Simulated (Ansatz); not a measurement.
# NbP: the cost of one run

The runs shown are made with Ansatz 0.2.0. PAW datasets, plane waves. Calculated at 0 K for a non-magnetic cell.

## Step 1: Starting point

The unstrained cell was relaxed with r2SCAN; in each strained cell the atoms were relaxed again with r2SCAN. Names of k-points are those of the unstrained zone, where strain can split equivalent points. First state: +5.4 % equal strain in all directions.

It is tetragonal, I4_1md (No. 109); conventional cell a = 3.520 Å, c = 12.088 Å, 18.72 Å³ an atom. Around Nb lie 6 P at 2.68 Å; around P lie 6 Nb at 2.68 Å.

Coordinates:

```cif
data_structure
_symmetry_space_group_name_H-M 'P 1'
_symmetry_Int_Tables_number 1
_cell_length_a 6.5363
_cell_length_b 6.5363
_cell_length_c 6.5363
_cell_angle_alpha 148.759
_cell_angle_beta 148.759
_cell_angle_gamma 44.766
_cell_volume 74.88
loop_
_atom_site_label
_atom_site_type_symbol
_atom_site_fract_x
_atom_site_fract_y
_atom_site_fract_z
_atom_site_occupancy
Nb1 Nb 0.74967 0.74967 0.00000 1
Nb2 Nb 0.49967 0.99967 0.50000 1
P1 P 0.33296 0.33296 0.00000 1
P2 P 0.08296 0.58296 0.50000 1
```

From earlier runs on the unstrained cell: PBE -0.20 eV, r2SCAN -0.18 eV, HSE06 -0.10 eV; a = 3.338 Å, c = 11.464 Å.

## Step 2: +5.4 % equal strain in all directions: PBE

input.yaml

```yaml
crystal:
  lattice:
    - [-1.7599873386, 1.7599873386, 6.0438451495]
    - [1.7599873386, -1.7599873386, 6.0438451495]
    - [1.7599873386, 1.7599873386, -6.0438451495]
  atoms:
    - { symbol: Nb, position: [0.7496684322, 0.7496684322, 0.0] }
    - { symbol: Nb, position: [0.4996684322, 0.9996684322, 0.5] }
    - { symbol: P, position: [0.3329601428, 0.3329601428, 0.0] }
    - { symbol: P, position: [0.0829601428, 0.5829601428, 0.5] }
kpoints:
  mp_grid: { grid: [10, 10, 10] }
  band_path:
    path:
      - [0.0, 0.0, 0.0]
      - [0.0, 0.0, 0.5]
      - [0.25, 0.25, 0.25]
      - [0.0, 0.5, 0.0]
      - [0.5, 0.5, -0.5]
      - [0.2711998329, 0.7288001671, -0.2711998329]
      - [-0.2711998329, 0.2711998329, 0.2711998329]
      - [-0.0423996659, 0.0423996659, 0.5]
      - [0.5, 0.5, -0.0423996659]
      - [0.243815, 0.483398, -0.483398]
      - [0.260579, -0.260579, 0.260579]
    npoints: 1
hamiltonian:
  xc: pbe
scf:
  occupations: { method: fermi_dirac, width: 0.02 }
  n_extra_bands: 5
output:
  forces: true
  stress: true
  eigenvalues: true
```

The run is started by

```bash
> ansatz run input.yaml --threads 4 --pin off --max-ram 4608MiB --backend cpu --events-out ev --progress --plain --runs-dir out
```

Q: Estimate wall time and peak memory on 4 threads of Arm Neoverse V2, shared host.

About 4.3 s, with a peak of 0.49 GiB.
